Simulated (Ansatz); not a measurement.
**Cl₂FH₃O₃W: up Jacob's ladder to CCSD(T)**

The task here is to estimate one member of a computed series from the others.

Computed with Ansatz 0.2.0, Gaussian basis. Level: functionals in def2-TZVPP, the program's frozen cores in correlated methods.

Plan: LDA (SPW92), PBE-D4, revPBE-D4, BLYP-D4, r2SCAN-D4, B97M-V, PBE0-D4, B3LYP-D4, r2SCANh-D4, r2SCAN0-D4, HSE06-D4, BHLYP-D4, CAM-B3LYP-D4, LC-ωPBE, ωB97X-V, ωB97M-V, B2PLYP, PBE-QIDH; CCSD(T)/def2-SVP; CCSD(T)/def2-TZVPP; MP2/def2-QZVPP; extrapolation to the limit; RPA on PBE.

## The relaxed structure

All runs share one geometry, relaxed beforehand with PBE0-D4 in a triple-zeta def2 set. W takes the def2 core potential; no spin-orbit term is included.

SMILES `[OH][W]([OH])([OH])([F])([Cl])[Cl]`, 10 atoms, charge 0, spin multiplicity 1.

Atoms are counted from 1 here; the program's logs count them from 0.

Bond lengths: O1–W2 1.846 Å, O1–H8 0.959 Å, W2–O3 1.863 Å, W2–O4 1.863 Å, W2–F5 1.896 Å, W2–Cl6 2.306 Å, W2–Cl7 2.360 Å, O3–H9 0.961 Å, O4–H10 0.961 Å. Angles: W2–O1–H8 134.2°, O1–W2–O3 97.5°, O1–W2–O4 97.5°, O1–W2–F5 171.6°, O1–W2–Cl6 92.0°, O1–W2–Cl7 85.4°, O3–W2–O4 164.9°, O3–W2–F5 82.5°, O3–W2–Cl6 90.2°, O3–W2–Cl7 90.2°, O4–W2–F5 82.5°, O4–W2–Cl6 90.2°, O4–W2–Cl7 90.2°, F5–W2–Cl6 96.4°, F5–W2–Cl7 86.2°, Cl6–W2–Cl7 177.3°, W2–O3–H9 125.7°, W2–O4–H10 125.7°.

Set-up of the first run:

File in.yaml:

```yaml
crystal:
  periodic: [false, false, false]
  atoms:
    - {symbol: O, position_ang: [-0.958758, -1.576696, -0.203404]}
    - {symbol: W, position_ang: [-0.096309, 0.030314, 0.082229]}
    - {symbol: O, position_ang: [0.978076, -0.517945, 1.502661]}
    - {symbol: O, position_ang: [-0.922166, 0.996563, -1.280427]}
    - {symbol: F, position_ang: [0.979062, 1.588307, 0.195840]}
    - {symbol: Cl, position_ang: [-1.716815, 0.726309, 1.567408]}
    - {symbol: Cl, position_ang: [1.506471, -0.776024, -1.450862]}
    - {symbol: H, position_ang: [-0.777160, -2.346632, -0.746186]}
    - {symbol: H, position_ang: [1.687513, -0.005501, 1.899875]}
    - {symbol: H, position_ang: [-0.679916, 1.881316, -1.567143]}
basis:
  gaussian: {orbitals: def2-TZVPP}
hamiltonian: {xc: lda}
output: {orbitals: {seedname: orbitals}}
```

The run is started by

```
$ ansatz run in.yaml --threads 2 --pin off --events-out ev --progress --plain --max-ram 20480MiB --backend cuda --devices 0, --max-vram 18GiB
```

Steps of the session up to this table: LDA; PBE-D4 (GGA); revPBE-D4 (GGA); BLYP-D4 (GGA); r2SCAN-D4 (meta-GGA); B97M-V (meta-GGA); B3LYP-D4 (hybrid); r2SCANh-D4 (hybrid); r2SCAN0-D4 (hybrid); HSE06-D4 (hybrid); BHLYP-D4 (hybrid); CAM-B3LYP-D4 (range-separated); LC-ωPBE (range-separated); ωB97X-V (range-separated); ωB97M-V (range-separated); B2PLYP (double hybrid); PBE-QIDH (double hybrid).

One table of the session follows, with a row left open; its other results are not shown here.

It belongs to the step «Orbital energies across the functionals». 

| functional | HOMO (eV) | LUMO (eV) | gap (eV) |
| --- | --- | --- | --- |
| LDA (SPW92) | -7.38 | -4.57 | 2.81 |
| PBE-D4 | -7.20 | -4.36 | 2.85 |
| revPBE-D4 | -7.14 | -4.27 | 2.87 |
| BLYP-D4 | -7.05 | -4.26 | 2.79 |
| r2SCAN-D4 | -7.59 | -4.41 | 3.19 |
| B97M-V | -7.67 | -4.40 | 3.27 |
| PBE0-D4 | -8.67 | -3.78 | 4.89 |
| B3LYP-D4 | -8.39 | -3.98 | 4.41 |
| r2SCANh-D4 | -8.13 | -4.17 | 3.96 |
| r2SCAN0-D4 | -8.94 | -3.80 | 5.14 |
| HSE06-D4 | -8.27 | -4.16 | 4.11 |
| BHLYP-D4 | ? | ? | ? |
| CAM-B3LYP-D4 | -10.05 | -2.79 | 7.27 |
| LC-ωPBE | -11.46 | -1.68 | 9.78 |
| ωB97X-V | -11.09 | -1.75 | 9.34 |
| ωB97M-V | -10.94 | -1.75 | 9.19 |

**Question.** Estimate the row for BHLYP-D4.

Worked estimate for «HOMO (eV)». Against the share of exact exchange, BLYP-D4 (0, -7.05), B3LYP-D4 (0.2, -8.39) give a slope of -6.70 per unit share; at 0.5 the line stands at -10.40.

As computed: HOMO (eV): -10.01; LUMO (eV): -3.03; gap (eV): 6.98. In «HOMO (eV)» the line misses by -0.39.
